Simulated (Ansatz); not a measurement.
# BCCD(T)/MIDI (sfX2C, density fitting with def2-universal-jkfit, paw set gaussian, start density atoms) run of C6H10OS (SMILES CS/C(C)=C/C(C)=O)

What is the vertical electron affinity of C6H10OS at BCCD(T)/MIDI (sfX2C, density fitting with def2-universal-jkfit, paw set gaussian, start density atoms)? 

Program for the calculation: Ansatz 0.2.0.

5 further runs of the same task are left out: 3 for a known fault of the program, 2 set aside as unsound or not needed.

### Step 1. Starting point

C6H10OS has 18 atoms, charge 0, and is taken as a singlet. SMILES: `CS/C(C)=C/C(C)=O`. The coordinates come from a PBE0-D4/def2-TZVP relaxation. This is one conformer, not always the lowest.

Some bond lengths: C1–S2 1.795 Å, S2–C3 1.747 Å, C3–C4 1.488 Å, C3–C5 1.350 Å, C5–C6 1.466 Å, C6–C7 1.510 Å, C6–O8 1.217 Å, C1–H9 1.089 Å, C1–H10 1.090 Å, C1–H11 1.089 Å, C4–H12 1.093 Å, C4–H13 1.087 Å, C4–H14 1.093 Å, C5–H15 1.087 Å, C7–H16 1.094 Å, C7–H17 1.088 Å. Some angles: C1–S2–C3 105.1°, S2–C3–C4 119.1°, S2–C3–C5 115.7°, C4–C3–C5 125.2°, C3–C5–C6 127.2°, C5–C6–C7 114.3°, C5–C6–O8 125.3°, C7–C6–O8 120.4°, S2–C1–H9 112.1°, S2–C1–H10 104.9°.

### Step 2. The energy at BCCD(T)/MIDI (sfX2C, density fitting with def2-universal-jkfit, paw set gaussian, start density atoms)

Input file in.yaml:

```yaml
crystal:
  periodic: [false, false, false]
  atoms:
    - {symbol: C, position_ang: [2.968150, 1.419400, 0.061950]}
    - {symbol: S, position_ang: [1.266720, 1.721710, -0.421840]}
    - {symbol: C, position_ang: [0.410840, 0.252630, -0.018320]}
    - {symbol: C, position_ang: [1.164200, -0.882240, 0.581710]}
    - {symbol: C, position_ang: [-0.911740, 0.252170, -0.289280]}
    - {symbol: C, position_ang: [-1.863690, -0.838910, -0.057560]}
    - {symbol: C, position_ang: [-3.281520, -0.524730, -0.470230]}
    - {symbol: O, position_ang: [-1.588160, -1.922930, 0.422700]}
    - {symbol: H, position_ang: [3.064580, 1.247130, 1.133310]}
    - {symbol: H, position_ang: [3.499630, 2.337010, -0.192370]}
    - {symbol: H, position_ang: [3.411890, 0.594690, -0.494530]}
    - {symbol: H, position_ang: [1.963430, -1.209070, -0.089090]}
    - {symbol: H, position_ang: [0.489530, -1.712980, 0.770790]}
    - {symbol: H, position_ang: [1.635940, -0.576460, 1.519470]}
    - {symbol: H, position_ang: [-1.338300, 1.150370, -0.728030]}
    - {symbol: H, position_ang: [-3.319850, -0.276330, -1.534860]}
    - {symbol: H, position_ang: [-3.922050, -1.380920, -0.268510]}
    - {symbol: H, position_ang: [-3.649590, 0.349440, 0.074720]}
basis:
  gaussian: {orbitals: MIDI.json, fitting: {mean_field: def2-universal-jkfit}}
hamiltonian: {pseudopotentials: {relativity: scalar}}
correlation: {method: bccd_t}
output: {orbitals: {seedname: orbitals}}
```

The basis set MIDI is read from a file made from the Basis Set Exchange's data (not shown).

Command:

```console
ansatz run in.yaml --threads 4 --pin off --max-ram 12180MiB --events-out events.jsonl --progress --plain --runs-dir runs
```

Output:

```text
Warning: RAYON_NUM_THREADS=4 ignored (pool sized by the plan → 4); use --threads N
Functional definition: HF
  name "HF"
  exchange = exact_x
  correlation = 0
835 factors; integrals over basis functions are off by at most 1.7e-2 eV
mean field evaluation 1: about -19114.4092 eV, gradient 4.0e1 eV
mean field evaluation 2: about -19117.6174 eV, gradient 2.6e1 eV
mean field evaluation 4: about -19118.8557 eV, gradient 1.9e0 eV
mean field evaluation 8: about -19118.8766 eV, gradient 1.9e-4 eV
mean field evaluation 16: about -19118.8764 eV, gradient 1.4e-1 eV
mean field -19118.87656068 eV, -702.6057543651 hartree, gradient 1.4e-6 eV, S^2 0.000000; 0 other end points of the search recorded, 0 dependent functions left out; unrestricted orbitals would lower it
12 core orbitals not correlated: weight in the atoms' cores, before any rotation towards them, 0.999 or more for the frozen orbitals, at most 0.000 for the correlated occupied ones
reference -19118.87656068 eV, -702.6057543651 hartree; 23, 23 occupied and 61, 61 virtual orbitals, 835 factors
second order -19.09829238 eV of doubles, -0.00000000 eV of singles
cycle   1  -19.76758156 eV  change   -6.7e-1 eV  update   1.3e-1
cycle   2  -20.45773703 eV  change   -6.9e-1 eV  update   4.9e-2
cycle   3  -20.71025591 eV  change   -2.5e-1 eV  update   2.7e-2
cycle   4  -20.72804001 eV  change   -1.8e-2 eV  update   7.9e-3
cycle   5  -20.72820644 eV  change   -1.7e-4 eV  update   3.4e-3
cycle   6  -20.72948522 eV  change   -1.3e-3 eV  update   1.1e-3
cycle   7  -20.72872545 eV  change    7.6e-4 eV  update   5.4e-4
cycle   8  -20.72872474 eV  change    7.1e-7 eV  update   1.9e-4
cycle   9  -20.72887457 eV  change   -1.5e-4 eV  update   9.2e-5
cycle  10  -20.72888884 eV  change   -1.4e-5 eV  update   3.0e-5
perturbative correction -0.75213421 eV, -0.0276404226 hartree
Total energy: -19140.35758373 eV, -703.3951674018 hartree
Relativity: scalar
```

It took 12 s on 4 threads of Arm Neoverse N1, shared host; peak memory 0.52 GiB.

### Step 3. The doublet anion

Edit in.yaml of step 2 so:

```diff
@@ -23,2 +23,4 @@
   gaussian: {orbitals: MIDI.json, fitting: {mean_field: def2-universal-jkfit}}
+total_charge: -1
+magnetization: {spin_polarized: true, initial_magnetization: 1}
 hamiltonian: {pseudopotentials: {relativity: scalar}}
```

The basis set MIDI is read from a file made from the Basis Set Exchange's data (not shown).

Command:

```console
ansatz run in.yaml --threads 4 --pin off --max-ram 12180MiB --events-out events.jsonl --progress --plain --runs-dir runs
```

Output, shortened:

```text
Warning: RAYON_NUM_THREADS=4 ignored (pool sized by the plan → 4); use --threads N
[... 2 set-up lines as earlier in the session ...]
[...]
835 factors; integrals over basis functions are off by at most 1.7e-2 eV
[...]
mean field -19117.48825021 eV, -702.5547348961 hartree, gradient 2.9e-6 eV, S^2 0.850484; 1 other end points of the search recorded, 0 dependent functions left out
determinant -19117.48825021 eV, -702.5547348961 hartree, with singles and doubles -19137.90686579 eV, -703.3051051786 hartree
determinant -19114.01389269 eV, -702.4270546123 hartree, with singles and doubles -19135.15370215 eV, -703.2039282809 hartree
12 core orbitals not correlated: weight in the atoms' cores, before any rotation towards them, 0.999 or more for the frozen orbitals, at most 0.000 for the correlated occupied ones
reference -19117.48825021 eV, -702.5547348961 hartree; 24, 23 occupied and 60, 61 virtual orbitals, 835 factors
second order -18.53748941 eV of doubles, -0.00000000 eV of singles
cycle   1  -20.35382006 eV  change    6.5e-2 eV  update   1.7e-2
[...]
cycle   9  -20.35290399 eV  change    3.3e-6 eV  update   4.0e-5
perturbative correction -0.71436615 eV, -0.0262524716 hartree
Total energy: -19138.55552035 eV, -703.3289427939 hartree
Relativity: scalar
```

It took 74 s on 4 threads of Arm Neoverse N1, shared host; peak memory 1.4 GiB.

### Step 4. Summary of results

Level: BCCD(T)/MIDI (sfX2C, density fitting with def2-universal-jkfit, paw set gaussian, start density atoms), 12 core orbitals frozen.

```
                                                                 quantity          value
                                            singlet C6H10OS: total energy  -703.39517 Eh
                     singlet C6H10OS: HOMO energy (Hartree–Fock orbitals)       -8.76 eV
                     singlet C6H10OS: LUMO energy (Hartree–Fock orbitals)        2.69 eV
                   singlet C6H10OS: HOMO–LUMO gap (Hartree–Fock orbitals)       11.45 eV
            singlet C6H10OS: correlation energy (12 core orbitals frozen)     -789.4 mEh
                                          singlet C6H10OS: (T) correction     -27.64 mEh
                                              doublet anion: total energy  -703.32894 Eh
doublet anion: HOMO energy (Hartree–Fock orbitals) (highest over α and β)        0.18 eV
 doublet anion: LUMO energy (Hartree–Fock orbitals) (lowest over α and β)        9.19 eV
              doublet anion: correlation energy (12 core orbitals frozen)     -774.2 mEh
                                            doublet anion: (T) correction     -26.25 mEh
                         doublet anion: ⟨S²⟩ of the reference determinant          0.850
                        vertical electron affinity (to the doublet anion)      -1.802 eV
```

The anion lies 1.80 eV (174 kJ/mol) above the neutral: the electron isn't bound at this level, and such a value depends on the basis. Without diffuse functions anions come out too high. The restricted solution (singlet C6H10OS) is unstable to spin breaking: an unrestricted one lies lower. The triples (singlet C6H10OS) make up 3.5 % of the correlation energy. ⟨S²⟩ (doublet anion) is 0.85 where a pure doublet has 0.75: the reference is spin-contaminated. The triples (doublet anion) make up 3.4 % of the correlation energy. The HOMO (doublet anion) lies at positive energy, 0.18 eV: the electron is unbound at this level or held by a compact basis; values depend on the basis.
